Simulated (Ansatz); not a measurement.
# C2H3F3 (1,1,1-trifluoroethane): PBE-QIDH/cc-pVDZ

What is the electronic atomisation energy of C2H3F3 (1,1,1-trifluoroethane) at PBE-QIDH/cc-pVDZ? 

Program for the calculation: Ansatz 0.2.0.

53 further runs of the same task are left out: 1 that didn't finish, 52 set aside as unsound or not needed.

## 1. The molecule

The species is C2H3F3 (8 atoms), meant as a singlet with charge 0. SMILES: `CC(F)(F)F`. The shape is that of a PBE0-D4/def2-TZVP optimisation.

Bond lengths: C1–C2 1.497 Å, C2–F3 1.341 Å, C2–F4 1.341 Å, C2–F5 1.341 Å, C1–H6 1.089 Å, C1–H7 1.089 Å, C1–H8 1.089 Å. Some angles: C1–C2–F3 111.8°, C1–C2–F4 111.8°, C1–C2–F5 111.8°, F3–C2–F4 107.1°, F3–C2–F5 107.1°, F4–C2–F5 107.1°, C2–C1–H6 109.3°, C2–C1–H7 109.3°, C2–C1–H8 109.3°, H6–C1–H7 109.7°.

## 2. A single-point energy at PBE-QIDH/cc-pVDZ

Input file run.yaml:

```yaml
crystal:
  periodic: [false, false, false]
  atoms:
    - {symbol: C, position_ang: [-0.615400, -0.141500, 0.471500]}
    - {symbol: C, position_ang: [0.557600, 0.109900, -0.423700]}
    - {symbol: F, position_ang: [1.692800, -0.382000, 0.093900]}
    - {symbol: F, position_ang: [0.395200, -0.458200, -1.627700]}
    - {symbol: F, position_ang: [0.754200, 1.420300, -0.629900]}
    - {symbol: H, position_ang: [-0.441600, 0.335800, 1.434900]}
    - {symbol: H, position_ang: [-0.738000, -1.214600, 0.611200]}
    - {symbol: H, position_ang: [-1.512600, 0.273100, 0.014000]}
basis:
  gaussian:
    orbitals: cc-pVDZ
hamiltonian:
  xc: {name: PBE-QIDH}
correlation:
  frozen_orbitals: {C: 1, F: 1, H: 0}
accuracy: high
output: {orbitals: {seedname: orbitals}}
```

On the command line:

```console
$ ansatz run run.yaml --threads 1 --pin off --max-ram 3480MiB --events-out events.jsonl --progress --plain --runs-dir runs
```

The program printed:

```text
Warning: RAYON_NUM_THREADS=1 ignored (pool sized by the plan → 1); use --threads N
Functional definition: PBE-QIDH
  name "PBE-QIDH"
  parameter a = 3^(-1/3)
  parameter c = 1/3
  exchange = (1 - a)*pbe_x + a*exact_x
  correlation = (1 - c)*pbe_c + c*(mp2_os + mp2_ss)
1960 factors; integrals over basis functions are off by at most 3.2e-9 eV
mean field evaluation 1: about -10249.1532 eV, gradient 4.1e1 eV
mean field evaluation 2: about -10249.2847 eV, gradient 4.1e1 eV
mean field evaluation 4: about -10252.3631 eV, gradient 3.0e0 eV
mean field evaluation 8: about -10252.3885 eV, gradient 3.4e-2 eV
mean field evaluation 16: about -10252.3885 eV, gradient 3.5e-6 eV
mean field -10252.38853242 eV, -376.7683292477 hartree, gradient 1.6e-8 eV, S^2 0.000000; 0 other end points of the search recorded, 0 dependent functions left out
5 core orbitals not correlated: weight in the atoms' cores, before any rotation towards them, 1.000 or more for the frozen orbitals, at most 0.000 for the correlated occupied ones
reference -10252.38853305 eV, -376.7683292711 hartree; 16, 16 occupied and 64, 64 virtual orbitals, 1960 factors
second order -25.27149509 eV of doubles, -0.00000000 eV of singles
Total energy: -10260.81236475 eV, -377.0778993761 hartree
```

Wall time 9.6 s (1 thread of Arm Neoverse V1, shared host); peak memory 0.27 GiB.

## 3. The C atom at the same level

Input file in.yaml:

```yaml
crystal:
  periodic: [false, false, false]
  atoms:
    - {symbol: C, position_ang: [0.000000, 0.000000, 0.000000]}
basis:
  gaussian:
    orbitals: cc-pVDZ
magnetization:
  spin_polarized: true
  initial_magnetization: 2
hamiltonian:
  xc: {name: PBE-QIDH}
correlation:
  frozen_orbitals: {C: 1}
accuracy: high
```

Run the same way, it converges to -37.78950 Eh (log not shown).

## 4. The F atom at the same level

Input file molecule.yaml:

```yaml
crystal:
  periodic: [false, false, false]
  atoms:
    - symbol: F
      position_ang: [0.000000, 0.000000, 0.000000]
basis:
  gaussian: {orbitals: cc-pVDZ}
magnetization: {spin_polarized: true, initial_magnetization: 1}
hamiltonian: {xc: {name: PBE-QIDH}}
correlation: {frozen_orbitals: {F: 1}}
accuracy: high
```

Run the same way, it converges to -99.60840 Eh (log not shown).

## 5. The H atom, same level

Input file job.yaml:

```yaml
crystal:
  periodic: [false, false, false]
  atoms:
    - {symbol: H, position_ang: [0.000000, 0.000000, 0.000000]}
basis:
  gaussian:
    orbitals: cc-pVDZ
magnetization:
  spin_polarized: true
  initial_magnetization: 1
correlation:
  frozen_orbitals: {H: 0}
hamiltonian:
  xc: {name: PBE-QIDH}
accuracy: high
```

Run the same way, it converges to -0.50124 Eh (log not shown).

## 6. Summary of results

Level: PBE-QIDH/cc-pVDZ, 5 core orbitals frozen.

```
                                     quantity          value
                       molecule: total energy  -377.07790 Eh
  molecule: HOMO energy (SCF part's orbitals)      -13.66 eV
  molecule: LUMO energy (SCF part's orbitals)        3.82 eV
molecule: HOMO–LUMO gap (SCF part's orbitals)       17.48 eV
                         C atom: total energy   -37.78950 Eh
                                 C atom: ⟨S²⟩          2.004
                         F atom: total energy   -99.60840 Eh
                                 F atom: ⟨S²⟩          0.751
                         H atom: total energy    -0.50124 Eh
                                 H atom: ⟨S²⟩          0.750
                electronic atomisation energy      31.836 eV
```

**Reading.** Taking the molecule apart into free atoms costs 31.84 eV (3072 kJ/mol), before zero-point energy and without spin-orbit coupling.
